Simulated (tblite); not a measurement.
# H14P26: the cost of one run

Computed with tblite 0.8.0 and PySCF 2.14.0 and routines of our own; the level stands in each step. Atoms count from 0.

### 1 The system as given

40 atoms, charge 0, multiplicity 1; geometry from: force field, distance geometry or constructed start.

### 2 Geometry optimisation with GFN2-xTB

What the job is given:

```
{"job": {"kind": "relax", "xc": "GFN2-xTB", "basis": "xTB"}, "charge": 0, "multiplicity": 1}
P     -0.533600    -0.933500    -0.688200
P     -0.541700    -0.929100    -5.069500
P     -3.847300    -0.934000    -0.685600
P     -2.196200    -0.927300     0.789800
P     -2.196500    -0.932900    -3.576600
P     -0.541800    -0.932200     3.686800
P     -3.852400    -0.930000     3.686100
P     -2.192100    -0.929000     5.173500
P     -0.535800     1.196200    -1.392400
P     -2.198300     1.197500    -2.873000
P     -3.854600     1.197100    -1.394100
P     -0.541000     1.196300     2.984000
P     -2.198900     1.199000     1.506400
P     -3.850300     1.197700     2.981300
P      2.773300    -0.926600    -0.686400
P      2.773600    -0.931100    -5.056300
P      4.432900    -0.929800    -3.579100
P      1.117400    -0.935100     0.795000
P      1.117900    -0.929900    -3.577500
P      2.778300    -0.930800     3.692100
P      1.116200    -0.927900     5.173500
P      4.431600     1.199800    -2.874800
P      2.778900     1.202900    -1.385400
P      1.114300     1.194000    -2.876100
P      2.776000     1.200900     2.984900
P      1.112400     1.197400     1.503900
H     -0.537800     0.399700    -5.503400
H     -4.896500    -0.931100     0.248100
H     -3.238300    -0.931300    -4.515500
H     -4.894800    -0.931300     4.626300
H     -2.191900     0.398000     5.611000
H     -4.897800     1.199600    -2.325300
H     -4.896900     1.198400     2.048600
H      3.820900    -0.933000     0.250600
H      2.776700     0.399200    -5.506000
H      5.476300    -0.929500    -4.516400
H      3.818000    -0.931600     4.618800
H      1.119400     0.399900     5.609500
H      5.476900     1.194400    -1.941200
H      3.814000     1.201700     2.051700
```

Command:

```bash
> OMP_NUM_THREADS=8 python large_run.py task.json out
```

The driver reads the jobs from task.json and runs them one after another.

Q: Estimate the wall time and peak memory of this first job on 8 threads of Intel Xeon Platinum 8375C at 2.90GHz, shared host.

About 32 s, with a peak of 0.16 GiB.
